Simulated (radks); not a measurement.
# Zr⁻ inside a hard spherical wall

The task here is to estimate one member of a computed series from the others.

Program: radks (a radial shooting solver on a logarithmic mesh, Libxc functionals) version 1. Level of theory: scalar-relativistic Kohn-Sham, LDA (Slater exchange, VWN5 correlation), spin-unpolarised, spherical densities, point nucleus. These are calculated values, not measurements, unless marked.

## Starting point

- element: zirconium (Z = 40)
- charge: -1
- electrons: 41
- configuration: [Kr] 4d3 5s2

Outer shells as boxes (Hund's rule):

Zr⁻
```
[Kr] core
4d [↑ ][↑ ][↑ ][  ][  ]
5s [↑↓]
```

The first run:

The run's settings:

```text
Z 40
configuration [Kr] 4d3 5s2 5p0 6s0 4f0
relativity scalar-relativistic
functional lda,vwn5
spin unpolarised
nucleus point
wall 20 bohr
c 137.035999084
```

Steps of the session up to this table: Wall at 20 bohr; Wall at 15 bohr; Wall at 12 bohr; Wall at 10 bohr; Wall at 6 bohr; Wall at 3.5 bohr; Wall at 3 bohr; Wall at 2.5 bohr; Wall at 2 bohr.

One of the session's tables, all rows but one given; the rest of the session is left out.

| R (bohr) | E − E(widest) (eV) | ε(4d) (eV) | ε(5p, empty) (eV) | ε(6s, empty) (eV) | ε(4f, empty) (eV) |
| --- | --- | --- | --- | --- | --- |
| 20 | 0.000 | 1.784 | 1.838 | 1.938 | 2.919 |
| 15 | 0.041 | 2.029 | 2.228 | 2.885 | 4.401 |
| 12 | 0.135 | 2.319 | 2.651 | 4.184 | 6.018 |
| 10 | 0.372 | 2.765 | 3.254 | 6.051 | 7.866 |
| 6 | 5.412 | 6.596 | 8.730 | 21.716 | 18.004 |
| 3.5 | 57.435 | 21.457 | 39.106 | 95.617 | 45.961 |
| 3 | 109.47 | 31.198 | 62.293 | 146.36 | 60.679 |
| 2.5 | ? | ? | ? | ? | ? |
| 2 | 577.24 | 91.100 | 210.12 | 442.24 | 132.98 |

Q: Estimate the row for R (bohr) = 2.5 from the others.

Worked estimate for «E − E(widest) (eV)». A straight line through the neighbours (3, 109.47) and (2, 577.24) gives 109.47 + (577.24 − 109.47) × (2.5 − 3) / (2 − 3) = 343.36; a parabola fitted to 3 rows on both sides gives 282.74.

As computed: E − E(widest) (eV): 233.80; ε(4d) (eV): 49.936; ε(5p, empty) (eV): 108.28; ε(6s, empty) (eV): 241.62; ε(4f, empty) (eV): 85.568. In «E − E(widest) (eV)» the line misses by +109.56 and the parabola by +48.94.

From R = 20 bohr inwards the highest occupied level lies above zero, in an anion first from self-interaction, then from the wall. Shells are not refilled when levels cross, and a hard wall is a model, not a crystal.
